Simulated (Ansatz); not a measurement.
**AlClFH2N: up Jacob's ladder to CCSD(T)**

Aim: compute AlClFH2N with functionals from several rungs and with coupled cluster, and see how far each lands from CCSD(T) at the basis-set limit for the atomisation energy.

Computed with Ansatz 0.2.0, Gaussian basis. Level: functionals in def2-TZVPP, the program's frozen cores in correlated methods.

The runs, in order: LDA (SPW92), PBE-D4, revPBE-D4, BLYP-D4, r2SCAN-D4, B97M-V, PBE0-D4, B3LYP-D4, r2SCANh-D4, r2SCAN0-D4, HSE06-D4, BHLYP-D4, CAM-B3LYP-D4, LC-ωPBE, ωB97X-V, ωB97M-V, B2PLYP, PBE-QIDH; CCSD(T)/def2-SVP; CCSD(T)/def2-TZVPP; CCSD(T)/def2-QZVPP; extrapolation to the limit; RPA on PBE.

### 1 Structure used throughout

All runs share one geometry, relaxed beforehand with PBE0-D4 in a triple-zeta def2 set.

SMILES `[NH2][Al]([F])[Cl]`, 6 atoms, charge 0, spin multiplicity 1.

Atoms are counted from 1 here; the program's logs count them from 0.

Bond lengths: N1–Al2 1.746 Å, N1–H5 1.006 Å, N1–H6 1.006 Å, Al2–F3 1.641 Å, Al2–Cl4 2.079 Å. Angles: Al2–N1–H5 124.6°, Al2–N1–H6 124.3°, H5–N1–H6 111.1°, N1–Al2–F3 119.8°, N1–Al2–Cl4 121.2°, F3–Al2–Cl4 119.0°.

### 2 LDA

This LDA is Slater exchange with PW92 correlation.

Input file in.yaml:

```yaml
crystal:
  periodic: [false, false, false]
  atoms:
    - {symbol: N, position_ang: [-0.112271, 0.982553, -0.025794]}
    - {symbol: Al, position_ang: [0.152507, -0.739085, 0.092268]}
    - {symbol: F, position_ang: [1.041755, -1.345498, 1.331111]}
    - {symbol: Cl, position_ang: [-0.641135, -2.049374, -1.313605]}
    - {symbol: H, position_ang: [0.246294, 1.661487, 0.624758]}
    - {symbol: H, position_ang: [-0.645149, 1.426016, -0.754937]}
basis:
  gaussian: {orbitals: def2-TZVPP}
hamiltonian: {xc: lda}
output: {orbitals: {seedname: orbitals}}
```

Run with:

```bash
$ ansatz run in.yaml --threads 2 --pin off --events-out ev --progress --plain --max-ram 32768MiB --backend cpu
```

After this run come: PBE-D4 (GGA); revPBE-D4 (GGA); BLYP-D4 (GGA); r2SCAN-D4 (meta-GGA); B97M-V (meta-GGA); B3LYP-D4 (hybrid); r2SCANh-D4 (hybrid); r2SCAN0-D4 (hybrid); HSE06-D4 (hybrid); BHLYP-D4 (hybrid); CAM-B3LYP-D4 (range-separated); LC-ωPBE (range-separated); ωB97X-V (range-separated); ωB97M-V (range-separated); B2PLYP (double hybrid); PBE-QIDH (double hybrid); CCSD(T) in def2-SVP; CCSD(T) in def2-TZVPP; CCSD(T) in def2-QZVPP; RPA on PBE orbitals.

**Question.** What will the summary of the whole plan be? Wanted: atomisation energy, CCSD(T)/CBS; farthest beyond LDA; mean size of error, GGA; mean size of error, meta-GGA; mean size of error, hybrid; mean size of error, range-separated; mean size of error, double hybrid; gap, smallest and largest; T1 diagnostic.

The runs gave:

| quantity | value |
| --- | --- |
| atomisation energy, CCSD(T)/CBS | 2211.1 kJ/mol |
| functionals within 11.1 kJ/mol (0.5 %) | PBE-D4, B97M-V, ωB97M-V |
| farthest beyond LDA | BHLYP-D4 (-103.2 kJ/mol) |
| mean size of error, GGA | 30.0 kJ/mol |
| mean size of error, meta-GGA | 11.7 kJ/mol |
| mean size of error, hybrid | 54.3 kJ/mol |
| mean size of error, range-separated | 14.9 kJ/mol |
| mean size of error, double hybrid | 43.6 kJ/mol |
| gap, smallest and largest | 5.01 eV (BLYP-D4), 12.52 eV (LC-ωPBE) |
| T1 diagnostic | 0.0103 |
| triples share of the correlation energy | 3.4 % |

LDA overbinds by 270.8 kJ/mol (12 %). PBE-D4 misses by +4.6 kJ/mol. Double hybrids carry the basis error of their MP2 part in triple zeta, and no dispersion term here, so their miss is partly the set-up's. By mean error the best rung here is meta-GGA (11.7 kJ/mol) and the worst beyond LDA is hybrid (54.3 kJ/mol). The gap between the best rungs is small, so their order is not settled. The mean of the hybrids holds BHLYP, with half exact exchange. The reference freezes the cores and leaves out relativity and excitations past (T), so misses under about 11.1 kJ/mol can't be ranked. Hartree-Fock recovers 71 % of the binding; the rest is correlation. CCSD(T) in def2-SVP is off by -189.1 kJ/mol, which most functionals beat. The gap grows from 5.0 to 12.5 eV across the functionals, mostly with the share of exact exchange.
